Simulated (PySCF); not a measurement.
# HgBr2: other functionals and bases at one geometry

Aim: see how levels, charges and forces of HgBr2 depend on the level of theory. It is a constructed species; whether it can be made isn't addressed.

Program: PySCF 2.14.0. Level of theory: several levels, as the steps say, no spin–orbit coupling. These are calculated values, not measurements.

1 further run of the same task is left out (for a known fault of the program).

### 1 The system as given

3 atoms, charge 0, spin multiplicity 1.

Bond lengths: Hg1–Br2 2.412 Å, Hg1–Br3 2.412 Å. Angles: Br2–Hg1–Br3 180.0°.

As a file:

| atom | x (Å) | y (Å) | z (Å) |
| --- | --- | --- | --- |
| Hg1 | 0.0000 | 0.0000 | 0.2233 |
| Br2 | 2.4120 | 0.0000 | 0.2235 |
| Br3 | -2.4120 | 0.0000 | 0.2235 |

Formal oxidation states: Hg +2. An earlier session relaxed this geometry at PBE0, Hg def2-SVP with ECP60, Br def2-SVP (singlet, point group D∞h).

At PBE0 on the finer grid: E = -5300.650063 Eh, HOMO -8.29 eV, LUMO -2.58 eV, Mulliken charge on Hg1 +0.53 e, largest force component 0.021 eV/Å. 

Levels to run: M06-L; revPBE; PBE0, TZVP. Hardware: 2 threads of Arm Neoverse V1, shared host.

### 2 M06-L

Input file run.py (the lines that set the calculation):

```python
mol = gto.M(atom='''
Hg     0.00000     0.00000     0.22335
Br     2.41199     0.00000     0.22351
Br    -2.41199     0.00000     0.22351''',
    basis={'Hg': 'def2-SVP', 'Br': 'def2-SVP'},
    ecp={'Hg': 'def2-SVP'},
    charge=0, spin=0)
mf = dft.RKS(mol, xc='M06L')
mf.grids.atom_grid = (75, 302)
mf = mf.density_fit()  # fitting sets: Hg def2-universal-JKFIT, Br def2-universal-JKFIT
mf.conv_tol = 1e-08; mf.max_cycle = 55
mf.kernel(dm0)  # dm0: the density of the relaxed state
```

Launch:

```
$ OMP_NUM_THREADS=2 python run.py
```

### 3 revPBE

run.py (the lines that set the calculation), as its differences from that of step 2:

```diff
@@ -7,3 +7,3 @@
     charge=0, spin=0)
-mf = dft.RKS(mol, xc='M06L')
+mf = dft.RKS(mol, xc='PBE_R,PBE')
 mf.grids.atom_grid = (75, 302)
```

### 4 PBE0, TZVP

Basis: Hg def2-TZVP with ECP60, Br def2-TZVP. 

Input file run.py (the lines that set the calculation):

```python
mol = gto.M(atom='''
Hg     0.00000     0.00000     0.22335
Br     2.41199     0.00000     0.22351
Br    -2.41199     0.00000     0.22351''',
    basis={'Hg': 'def2-TZVP', 'Br': 'def2-TZVP'},
    ecp={'Hg': 'def2-TZVP'},
    charge=0, spin=0)
mf = dft.RKS(mol, xc='PBE0')
mf.grids.atom_grid = (75, 302)
mf = mf.density_fit()  # fitting sets: Hg def2-universal-JKFIT, Br def2-universal-JKFIT
mf.conv_tol = 1e-08; mf.max_cycle = 55
mf.kernel(dm0)  # dm0: free metal ions and neutral atoms
```

What does the calculation give? Wanted: for each run, HOMO; gap; charge on Hg1; dipole; largest force.

**Answer**, as computed:

| level | state | HOMO (eV) | gap (eV) | charge on Hg1 (e) | dipole (D) | largest force (eV/Å) | basis functions | time |
| --- | --- | --- | --- | --- | --- | --- | --- | --- |
| PBE0 (relaxed here) | singlet | -8.29 | 5.70 | 0.53 | 0.00 | 0.02 | 96 | 12 s |
| M06-L | singlet | -7.24 | 4.19 | 0.65 | 0.00 | 0.49 | 96 | 3.9 s |
| revPBE | singlet | -6.94 | 3.64 | 0.45 | 0.00 | 0.49 | 96 | 2.9 s |
| PBE0, TZVP | singlet | -8.41 | 5.79 | 0.68 | 0.00 | 0.23 | 139 | 8 s |

Times are on 2 threads of Arm Neoverse V1, shared host; the first row also made further properties.

In one basis the HOMO–LUMO gap runs from 3.64 eV (revPBE) to 5.70 eV (PBE0). The largest leftover force, 0.49 eV/Å with M06-L, stands at a geometry relaxed at another level. The Mulliken charge on Hg spans +0.45 to +0.68 e over the levels. Total energies of different levels can't be compared. Spin–orbit coupling is left out throughout.
